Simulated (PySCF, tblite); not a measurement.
# C7H8NO radical: geometry, infrared bands and EPR parameters

What infrared bands and EPR parameters should C7H8NO radical (`C=[C]C(=O)NCC#CC`) show?

The runs use tblite 0.8.0 and PySCF 2.14.0, with density-fitted response routines of our own; the level of theory stands in each step. All values are computed, except where a source is named. Atoms are numbered from 0 throughout.

**1. The starting structure**

17 atoms, charge 0, multiplicity 2; geometry from: force field or distance geometry start.

Bonds of the start (Å): C0–C1 1.31, C1–C2 1.48, C2–O3 1.27, C2–N4 1.41, N4–C5 1.44, C5–C6 1.47, C6–C7 1.21, C7–C8 1.47, C0–H9 1.10, C0–H10 1.08, N4–H11 1.05, C5–H12 1.14, C5–H13 1.12, C8–H14 1.11, C8–H15 1.09, C8–H16 1.13.

**2. Geometry optimisation with GFN2-xTB**

The job: settings as JSON, then the geometry in Å.

```
{"job": {"kind": "relax", "xc": "GFN2-xTB", "basis": "xTB"}, "charge": 0, "multiplicity": 2}
C     -3.578900     0.486800    -1.033000
C     -2.825700    -0.479600    -0.562000
C     -1.592200    -0.157500     0.183400
O     -1.231600     1.039600     0.376300
N     -0.827900    -1.236900     0.673800
C      0.404200    -1.066400     1.408800
C      1.423400    -0.340900     0.635300
C      2.266000     0.270600     0.013900
C      3.295800     1.013000    -0.735100
H     -4.485000     0.167400    -1.562900
H     -3.358500     1.536200    -0.910600
H     -1.167800    -2.210100     0.479900
H      0.214200    -0.523200     2.388100
H      0.792400    -2.099900     1.608400
H      2.880300     1.995200    -1.045600
H      3.605800     0.362700    -1.548900
H      4.178500     1.255000    -0.080900
```

Launch:

```console
$ OMP_NUM_THREADS=1 python probes_run.py task.json out
```

The driver reads the jobs from task.json and runs them one after another.

**Question.** This job is followed by: GFN2-xTB harmonic vibrations, gas phase; UKS B3LYP, pcH-1 on C H N O, non-relativistic, mean-field spin-orbit, GIAO. What will the session give for the following? strongest single infrared mode (GFN2-xTB); zero-point energy (GFN2-xTB); g(iso) (B3LYP); ⟨S²⟩; largest a(iso) (averaged by class); surface potential, 1st and 99th percentile.

The runs gave:

| quantity | value |
| --- | --- |
| strongest single infrared mode (GFN2-xTB) | 1610 cm⁻¹, 351 km/mol |
| zero-point energy (GFN2-xTB) | 79.2 kcal/mol |
| g(iso) (B3LYP) | 2.00308 |
| ⟨S²⟩ | 0.760 (exact 0.75) |
| largest a(iso) (averaged by class) | 1H on H10, 177.2 MHz |
| surface potential, 1st and 99th percentile | -2.00 V and 1.80 V |

What this shows: The optimisation took 120 steps and gained 0.828 eV; among the close pairs (by a distance rule), C1–C2 changed most, from 1.477 to 1.406 Å. The lowest mode is slightly imaginary (10i cm⁻¹), a soft motion within the noise of the Hessian, so the minimum is not strictly shown. The strongest single mode, at 1610 cm⁻¹, moves mainly C2 and O3. Unscaled tight-binding wavenumbers are off by several per cent, some by more. Its intensities can rank the bands wrongly. C1 carries the largest spin population, 0.87 e. The isotropic g lies 0.8 ppt above the free-electron value.
